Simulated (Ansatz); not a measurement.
**BGeC+ (quintet): wave-function methods side by side, cc-pVDZ**

The task here is to estimate one member of a computed series from the others.

Program: Ansatz 0.2.0, Gaussian basis. Level of theory: cc-pVDZ, core rule «outside noble gas», up to 16 orbitals frozen. These are calculated values, not measurements.

The runs, in order: UHF; CCSD(T) on ROHF; CCSD(T) on UHF; BCCD(T) on ROHF; CISD as a restricted active space (open shells left free, so some higher excitations enter); CCSDT(Q) on ROHF; CCSDT(Q) on UHF.

29 further runs of the same task are left out: 14 that didn't finish, 15 set aside as unsound or not needed. Runs told in other sessions of the task aren't counted.

## The geometry

The geometry is a PBE0/def2-TZVP stationary point (not a proven minimum) of the parent state, kept for this charge and spin. No spin-orbit coupling is included. The filled d shell of Ge may be among the frozen orbitals whatever the setting's name suggests.

3 atoms, charge 1, spin multiplicity 5.

Atoms are counted from 1 here; the program's logs count them from 0.

Bond lengths: B1–Ge2 1.965 Å, Ge2–C3 1.915 Å. Angles: B1–Ge2–C3 109.9°.

Set-up of the first run:

in.yaml reads:

```yaml
crystal:
  periodic: [false, false, false]
  atoms:
    - {symbol: B, position_ang: [0.000000, -0.942503, 1.578277]}
    - {symbol: Ge, position_ang: [0.000000, 0.265030, 0.028430]}
    - {symbol: C, position_ang: [0.000000, -0.754527, -1.592575]}
basis:
  gaussian: {orbitals: cc-pVDZ}
total_charge: 1
magnetization: {spin_polarized: true, initial_magnetization: 4}
hamiltonian: {xc: hf}
output: {orbitals: {seedname: orbitals}}
```

On the command line:

```bash
ansatz run in.yaml --threads 1 --pin off --events-out ev --progress --plain --max-ram 2393MiB
```

Steps of the session up to this table: UHF; CCSD(T) on ROHF; CCSD(T) on UHF; BCCD(T) on ROHF; CISD as a restricted active space (open shells left free, so some higher excitations enter); CCSDT(Q) on ROHF; CCSDT(Q) on UHF.

One of the session's tables, all rows but one given; the rest of the session is left out.

| method | from RCCSDT(Q) (meV) |
| --- | --- |
| UHF | +5693.3 |
| RMP2 | ? |
| UMP2 | +1964.3 |
| RCCSD | +513.4 |
| UCCSD | +509.0 |
| RCCSD(T) | +130.1 |
| UCCSD(T) | +194.1 |
| BCCD(T) | +145.3 |
| RCCSDT | +46.2 |
| UCCSDT | +42.8 |
| RCCSDT(Q) | 0 |
| UCCSDT(Q) | -4.9 |

Estimate the missing values for RMP2.

The run gave: from RCCSDT(Q) (meV): +1697.7. In the column «from RCCSDT(Q) (meV)» it lies between RCCSD (+513.4) and UMP2 (+1964.3).

Not comparable, so not listed: CISD as a restricted active space (open shells left free, so some higher excitations enter) (they don't share determinant, frozen orbitals or solution with the rows shown, or repeat one).

To keep in mind: The determinant of CCSD(T) (⟨S²⟩ 6.64) is far from a pure spin state, so its energy mixes those of several spin states; high orders of coupled cluster remove much of that, low ones don't. The determinant of CCSDT(Q) (⟨S²⟩ 6.64) is far from a pure spin state, so its energy mixes those of several spin states; high orders of coupled cluster remove much of that, low ones don't. Left out of the table: ROHF (another determinant or state than the rows shown). The program flags RCCSD(T), BCCD(T), RCCSDT(Q) as in doubt, so the zero of the table is itself unsure. Warnings: spin contamination; coupled cluster took another determinant than the lowest; large T1 diagnostic. Restricted and unrestricted rows rest on different reference determinants; a gap between their highest levels can come from leftover correlation error, from unlike frozen cores or from another state.
